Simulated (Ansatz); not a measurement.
H₄InOSSi, SMILES [SiH3][O][In][SH], a ladder of methods at one geometry

Computed with Ansatz 0.2.0 through its Python package.

`methods.py`
```python
# -*- coding: utf-8 -*-
"""H4InOSSi at several levels of theory."""

from pathlib import Path

import ansatz as az
from ase import Atoms
import numpy as np

atoms = Atoms(["Si", "O", "In", "S", "H", "H", "H", "H"], positions=[
    (0.76151, 0.92604, 0.31444),
    (1.4318, -0.42725, -0.08329),
    (0.61026, -2.27301, -1.09881),
    (-1.946, -0.88456, -0.79718),
    (0.70834, 1.16789, 1.76148),
    (-0.74794, 0.67598, -0.09831),
    (1.18873, 2.0863, -0.47197),
    (-2.0067, -1.2714, 0.47365),
])
mol = az.Crystal.molecule_from_ase(atoms)

job = (
    mol.calculation()
    .basis(gaussian="def2-SVP")
    .spin("collinear", total=1)
)

print("functional    E (Ha)        dipole (D)   HOMO (eV)  LUMO (eV)")
for name in ["r2scan0", "revpbe", "blyp", "r2scan", "pbe", "hf"]:
    r = job.functional(name).forces().orbitals().run(threads=1, pin="off", runs_dir="runs").report
    lines = Path(r["orbitals_path"]).read_text().splitlines()
    field_of = lambda key: [line.split("=")[1].strip() for line in lines if line.startswith(key)]
    orbitals = [(27.211386 * float(e), s, float(n)) for e, s, n in zip(field_of("Ene="), field_of("Spin="), field_of("Occup="))]
    homo = max(e for e, _, n in orbitals if n > 0.5)
    lumo = min(e for e, _, n in orbitals if n < 0.5)
    dipole = 4.803205 * np.linalg.norm(r["charge_distribution"]["dipole_moment_e_ang"])
    print(f"{name:10s} {r['free_energy_ev'] / 27.211386246:14.6f} {dipole:9.3f} {homo:11.3f} {lumo:10.3f}")
```

```console
$ python methods.py
functional    E (Ha)        dipole (D)   HOMO (eV)  LUMO (eV)
r2scan0       -955.117353     1.648      -6.817     -3.931
revpbe        -955.089315     1.208      -5.587     -4.753
blyp          -955.136341     1.228      -5.488     -4.636
r2scan        -955.176722     1.264      -5.907     -4.747
pbe           -954.792620     1.186      -5.639     -4.812
hf            -952.614721     2.658      -8.561      0.007
```

Total energies depend on the basis set; only differences at equal settings carry meaning. The geometry is a force-field or estimated start, not a minimum of this method, and the basis set is short of its limit. A lower total doesn't mark the better method: functionals have no common bound, and MP2 and coupled cluster aren't variational. def2 sets replace the cores of elements past krypton by effective core potentials. The run takes the species as open-shell (spin multiplicity 2), which needn't be its ground state. Levels such as HOMO and LUMO are orbital energies: with these approximate functionals they aren't the ionisation energy and electron affinity, and their gap isn't the fundamental gap. The whole script took 79 s on 1 thread of Intel(R) Xeon(R) Platinum 8259CL CPU @ 2.50GHz (Skylake/Cascade Lake), with other jobs on the host, peak memory 0.44 GiB.
